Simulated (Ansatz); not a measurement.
# C2HF3Sn: small, medium and large basis sets

Aim: see how fast density functionals converge with the basis set for C2HF3Sn.

Program: Ansatz 0.2.0, Gaussian basis. Level of theory: one geometry, several basis sets. These are calculated values, not measurements.

The runs, in order: PBE0-D4/def2-SVP; ωB97M-V/def2-SVP; PBE0-D4/def2-QZVPP; ωB97M-V/def2-QZVPP; the functionals' def2-TZVPP values are taken from earlier runs.

### 1 The relaxed structure

An earlier PBE0-D4 in a triple-zeta def2 set relaxation fixed the geometry. Sn takes the def2 core potential; no spin-orbit term is included.

SMILES `C#[C][Sn]([F])([F])[F]`, 7 atoms, charge 0, spin multiplicity 1.

Atoms are counted from 1 here; the program's logs count them from 0.

Bond lengths: C1–C2 1.203 Å, C1–H7 1.067 Å, C2–Sn3 2.031 Å, Sn3–F4 1.886 Å, Sn3–F5 1.886 Å, Sn3–F6 1.886 Å. Angles: C2–C1–H7 180.0°, C1–C2–Sn3 180.0°, C2–Sn3–F4 113.1°, C2–Sn3–F5 113.0°, C2–Sn3–F6 113.1°, F4–Sn3–F5 105.6°, F4–Sn3–F6 105.6°, F5–Sn3–F6 105.6°.

### 2 PBE0-D4 in def2-SVP

in.yaml

```yaml
crystal:
  periodic: [false, false, false]
  atoms:
    - {symbol: C, position_ang: [1.299944, -1.627726, 0.690938]}
    - {symbol: C, position_ang: [0.588504, -0.736928, 0.307369]}
    - {symbol: Sn, position_ang: [-0.612269, 0.767646, -0.341593]}
    - {symbol: F, position_ang: [-2.226235, 0.153460, -1.100179]}
    - {symbol: F, position_ang: [0.197286, 1.837776, -1.666995]}
    - {symbol: F, position_ang: [-1.116794, 1.956084, 1.033407]}
    - {symbol: H, position_ang: [1.930964, -2.418312, 1.031352]}
basis:
  gaussian: {orbitals: def2-SVP}
hamiltonian: {xc: pbe0, dispersion: d4}
output: {orbitals: {seedname: orbitals}}
```

Run with:

```sh
> ansatz run in.yaml --threads 4 --pin off --events-out ev --progress --plain --max-ram 10444MiB
```

The program printed:

```text
Functional definition: PBE0
  name "PBE0"
  cite "Adamo & Barone, J. Chem. Phys. 110, 6158 (1999) doi:10.1063/1.478522"
  cite "Perdew, Burke & Ernzerhof, Phys. Rev. Lett. 77, 3865 (1996) doi:10.1103/PhysRevLett.77.3865"
  parent pbe
  parameter a = 0.25
  parameter kappa = 0.804
  parameter beta = 0.06672455060314922
  exchange = (1 - a)*pbe_x(kappa = kappa, mu = beta*pi^2/3) + a*exact_x
  correlation = pbe_c(beta = beta)
1063 factors; integrals over basis functions are off by at most 1.1e-3 eV
mean field evaluation 1: about -16045.5997 eV, gradient 6.4e1 eV
mean field evaluation 2: about -16037.4492 eV, gradient 9.7e1 eV
mean field evaluation 4: about -16053.3934 eV, gradient 5.4e0 eV
mean field evaluation 8: about -16053.6232 eV, gradient 7.7e-1 eV
mean field evaluation 16: about -16053.6246 eV, gradient 6.2e-5 eV
mean field -16053.62456642 eV, -589.9598212783 hartree, gradient 6.2e-5 eV, S^2 0.000000; 0 other end points of the search recorded, 0 dependent functions left out
reference -16053.62459739 eV, -589.9598224166 hartree; 31, 31 occupied and 70, 70 virtual orbitals, 1063 factors
Total energy: -16053.75776105 eV, -589.9647160907 hartree
```

Run time: 0.9 s. Hardware: 4 threads of Arm Neoverse V2, shared host.

### 3 ωB97M-V in def2-SVP

in.yaml, as its differences from that of step 2:

```diff
@@ -12,3 +12,3 @@
   gaussian: {orbitals: def2-SVP}
-hamiltonian: {xc: pbe0, dispersion: d4}
+hamiltonian: {xc: {name: wB97M-V}}
 output: {orbitals: {seedname: orbitals}}
```

The command is unchanged.

The program printed, shortened:

```text
Functional definition: wB97M-V
  name "wB97M-V"
  cite "Mardirossian & Head-Gordon, J. Chem. Phys. 144, 214110 (2016) doi:10.1063/1.4952647"
  cite "Becke, J. Chem. Phys. 107, 8554 (1997) doi:10.1063/1.475007"
  cite "Vydrov & Van Voorhis, J. Chem. Phys. 133, 244103 (2010) doi:10.1063/1.3521275"
  # Of w^i u^j: cxij and so on, Table III.
[...]
  gx(w, u) = 1 - cx + cx01*u + cx10*w
  gss(w, u) = css00 + css04*u^4 + css10*w + css20*w^2 + css43*w^4*u^3
  gos(w, u) = cos00 + cos10*w + (cos20 + cos21*u)*w^2 + (cos60 + cos61*u)*w^6
[...]
      + integral(e_c_pw_mod_opposite_spin*gos(b97_w_opposite, b97_u_opposite)) + vv10(b, c)
1063 factors; integrals over basis functions are off by at most 1.1e-3 eV
229 factors; integrals over basis functions are off by at most 7.9e-6 eV
[...]
mean field -16059.89642691 eV, -590.1903079001 hartree, gradient 2.4e-5 eV, S^2 0.000000; 0 other end points of the search recorded, 0 dependent functions left out
reference -16059.89647635 eV, -590.1903097169 hartree; 31, 31 occupied and 70, 70 virtual orbitals, 1063 factors
Total energy: -16059.89647635 eV, -590.1903097169 hartree
```

Run time: 3.7 s. Hardware: 4 threads of Arm Neoverse V2, shared host; peak memory 0.31 GiB.

### 4 PBE0-D4 in def2-QZVPP

in.yaml, as its differences from that of step 3:

```diff
@@ -11,4 +11,4 @@
 basis:
-  gaussian: {orbitals: def2-SVP}
-hamiltonian: {xc: {name: wB97M-V}}
+  gaussian: {orbitals: "def2-QZVPP.json"}
+hamiltonian: {xc: pbe0, dispersion: d4}
 output: {orbitals: {seedname: orbitals}}
```

The command is unchanged.

The program printed:

```text
Functional definition: PBE0
  name "PBE0"
  cite "Adamo & Barone, J. Chem. Phys. 110, 6158 (1999) doi:10.1063/1.478522"
  cite "Perdew, Burke & Ernzerhof, Phys. Rev. Lett. 77, 3865 (1996) doi:10.1103/PhysRevLett.77.3865"
  parent pbe
  parameter a = 0.25
  parameter kappa = 0.804
  parameter beta = 0.06672455060314922
  exchange = (1 - a)*pbe_x(kappa = kappa, mu = beta*pi^2/3) + a*exact_x
  correlation = pbe_c(beta = beta)
1418 factors; their error is unknown
mean field evaluation 1: about -16057.8539 eV, gradient 7.6e1 eV
mean field evaluation 2: about -16045.9425 eV, gradient 1.2e2 eV
mean field evaluation 4: about -16067.5104 eV, gradient 7.9e0 eV
mean field evaluation 8: about -16067.7200 eV, gradient 5.6e-1 eV
mean field evaluation 16: about -16067.7202 eV, gradient 4.7e-5 eV
mean field -16067.72018113 eV, -590.4778255647 hartree, gradient 4.7e-5 eV, S^2 0.000000; 0 other end points of the search recorded, 0 dependent functions left out
reference -16067.72021785 eV, -590.4778269141 hartree; 31, 31 occupied and 366, 366 virtual orbitals, 1418 factors
Total energy: -16067.85338151 eV, -590.4827205883 hartree
```

It took 4.4 s on 4 threads of Arm Neoverse V2, shared host; peak memory 1.2 GiB.

### 5 ωB97M-V in def2-QZVPP

in.yaml, as its differences from that of step 4:

```diff
@@ -12,3 +12,3 @@
   gaussian: {orbitals: "def2-QZVPP.json"}
-hamiltonian: {xc: pbe0, dispersion: d4}
+hamiltonian: {xc: {name: wB97M-V}}
 output: {orbitals: {seedname: orbitals}}
```

The command is unchanged.

The program printed, shortened:

```text
Functional definition: wB97M-V
  name "wB97M-V"
  cite "Mardirossian & Head-Gordon, J. Chem. Phys. 144, 214110 (2016) doi:10.1063/1.4952647"
  cite "Becke, J. Chem. Phys. 107, 8554 (1997) doi:10.1063/1.475007"
  cite "Vydrov & Van Voorhis, J. Chem. Phys. 133, 244103 (2010) doi:10.1063/1.3521275"
  # Of w^i u^j: cxij and so on, Table III.
[...]
  gx(w, u) = 1 - cx + cx01*u + cx10*w
  gss(w, u) = css00 + css04*u^4 + css10*w + css20*w^2 + css43*w^4*u^3
  gos(w, u) = cos00 + cos10*w + (cos20 + cos21*u)*w^2 + (cos60 + cos61*u)*w^6
[...]
      + integral(e_c_pw_mod_opposite_spin*gos(b97_w_opposite, b97_u_opposite)) + vv10(b, c)
1401 factors; their error is unknown
268 factors; integrals over basis functions are off by at most 1.3e-5 eV
[...]
mean field -16074.24098929 eV, -590.7174608447 hartree, gradient 5.1e-5 eV, S^2 0.000000; 0 other end points of the search recorded, 0 dependent functions left out
reference -16074.24105203 eV, -590.7174631502 hartree; 31, 31 occupied and 366, 366 virtual orbitals, 1401 factors
Total energy: -16074.24105203 eV, -590.7174631502 hartree
```

Run time: 11 s. Hardware: 4 threads of Arm Neoverse V2, shared host; peak memory 1.4 GiB.

### 6 Functionals by basis

The def2-TZVPP values come from earlier runs at the same geometry.

| functional | basis | functions | energy (eV) | from the largest (eV) | HOMO (eV) | LUMO (eV) |
| --- | --- | --- | --- | --- | --- | --- |
| PBE0-D4 | def2-SVP | 101 | -16053.7578 | 14.096 | -9.65 | -1.91 |
| PBE0-D4 | def2-TZVPP | 219 | -16067.1671 | 0.686 | -9.69 | -2.15 |
| PBE0-D4 | def2-QZVPP | 397 | -16067.8534 | 0.000 | -9.69 | -2.19 |
| ωB97M-V | def2-SVP | 101 | -16059.8965 | 14.345 | -11.92 | 0.32 |
| ωB97M-V | def2-TZVPP | 219 | -16073.6030 | 0.638 | -11.98 | 0.02 |
| ωB97M-V | def2-QZVPP | 397 | -16074.2411 | 0.000 | -11.99 | -0.13 |

### 7 Outcome

```
                                       quantity           value
PBE0-D4: double and triple zeta above quadruple  14.10, 0.69 eV
ωB97M-V: double and triple zeta above quadruple  14.34, 0.64 eV
```

What this shows: PBE0-D4 gains 13.41 eV from double to triple zeta, then 0.69 eV more. These are total energies; as a rule much of such shifts cancels in differences, which this series doesn't test.

For PBE0-D4 the largest set took about 5 times as long as the smallest (4.4 s against 0.9 s).
